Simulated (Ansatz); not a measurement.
The system is WAu.

```xyz
2
Lattice="0.0000 2.7480 2.7480 2.7480 0.0000 2.7480 2.7480 2.7480 0.0000" Properties=species:S:1:pos:R:3 pbc="T T T"
W     0.0000    0.0000    0.0000
Au    4.1220    4.1220    4.1220
```

The cell was built by a generator and needn't be a form met in nature.

| Property | Result |
| --- | --- |
| Program | Ansatz 0.2.0 |
| Task | relaxation of cell and atoms |
| Functional | HSE03 |
| Potentials or basis | Ansatz PAW |
| Cutoff | 420 eV (not typed: the program's choice for these potentials) |
| k mesh | 4 × 4 × 4 |
| Occupations | fermi-dirac, width 0.05 eV |
| Spin | no spin polarisation |

At the start: volume 20.75 Å³/atom.

Q: How do energy, volume and symmetry change on relaxing?

A: It ends after 5 steps and the volume is 24.00 Å³/atom (+15.7 %); space group F-43m (No. 216, to 0.05 Å).

The path:
```
step  energy change (eV)  largest force (eV/Å)  volume (Å³)
   1              0.0000                0.0000        41.50
   2             -0.5016                0.0000        47.87
   3             -0.5017                0.0000        47.97
   4             -0.5017                0.0000        48.00
   5             -0.5054                0.0000        48.00
```

Final structure:
```
W Au
1.0
     0.00000    2.88448    2.88448
     2.88448    0.00000    2.88448
     2.88448    2.88448    0.00000
W Au
1 1
Direct
  0.00000 0.00000 0.00000
  0.75000 0.75000 0.75000
```

Caveat: the k mesh is coarse (spacing up to 0.50 Å⁻¹), so the values aren't converged, least of all with exact exchange; the volume moved by over 15 % at a fixed basis, so the end points are rough; the plane-wave basis is chosen anew once the cell has moved, so the energies of steps on either side of that aren't comparable; the PAW data sets come from PBE, with cores solved anew for the run's functional, which leaves a small shift of forces and pressure.
